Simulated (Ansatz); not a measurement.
## Al, space group Im-3m: a test of the smearing width, step by step

Computed with Ansatz 0.2.0, Python API.

Run as a notebook:

**Cell 1**
```python
import ansatz as az
```

**Cell 2**
```python
xtal = (
    az.Lattice.bcc(3.182437)
    .space_group(229)
    .atom('Al', (0.0, 0.0, 0.0))
    .primitive()
)
```

**Cell 3**
```python
calc = xtal.calculation()
calc = calc.functional(az.Functional.PBESOL, dispersion='d3bj').pseudopotentials('nc')
calc = calc.accuracy('medium').kpoints(mesh=(13, 13, 13))
calc = calc.mixing('anderson', beta=0.3)
calc = calc.stress()
```

**Cell 4**
```python
rows = []
for value in [0.3, 0.2, 0.1, 0.05]:
    data = calc.occupations('fermi_dirac', width=value).run(threads=1, backend='cpu').report
    rows.append((value, data['free_energy_ev'] / len(data['lattice']['sites']), data['n_iterations'], sum(data['stress_gpa'][i][i] for i in range(3)) / 3, data['n_kpoints']))
```
Output:
```text
DeckWarning: basis.ecutwfc = 544.227725 eV, auto-derived from the records' recommended cutoffs: set by Al (normal level)
```

**Cell 5**
```python
print('  width (eV)   F/atom (eV)    iterations       P (GPa)      k-points')
for row in rows:
    print(f'{str(row[0]):>12s}  {row[1]:12.5f}  {row[2]:12d}  {row[3]:12.3f}  {row[4]:12d}')
```
Output:
```text
  width (eV)   F/atom (eV)    iterations       P (GPa)      k-points
         0.3     -63.41850             5        -0.886            84
         0.2     -63.38523             5        -1.180            84
         0.1     -63.36583             5        -1.431            84
        0.05     -63.36135             5        -1.522            84
```

**Cell 6**
```python
# differences from the last row
for row in rows[:-1]:
    shift = 1000 * (row[1] - rows[-1][1])
    print(f'{row[0]}: {shift:+.2f} meV/atom' + ('  (within 1 meV)' if abs(shift) < 1 else ''))
```
Output:
```text
0.3: -57.15 meV/atom
0.2: -23.88 meV/atom
0.1: -4.49 meV/atom
```

Going from 0.05 to 0.3 eV changes F by -57.1 meV an atom. With this scheme F falls roughly as the square of the width; the report's estimate for zero width (energy_sigma0_ev) moves by only +1.8 meV. The pressure moves from -1.52 to -0.89 GPa.

Notes:
- Dispersion corrections can be off by several per cent in the lattices of metals, and by several GPa in the pressure at a fixed cell.
- The mesh is modest for a metal, so energies can be off by several to tens of meV an atom and pressures by half a GPa or more; differences at equal mesh fare better.
- A Fermi-Dirac width this large means warm electrons, whose thermal share enters the free energy.
- The narrowest width needs the finest mesh, so the last row is no converged reference.
- Pressure is positive in compression.
- This isn't the structure that Al takes at ambient conditions.
- Warnings are shown shortened and without file and line.
- Timing: 3.5 s on 1 thread of AMD EPYC 7R43 64-Core Processor (Zen 3) (shared host), peak memory 0.31 GiB.
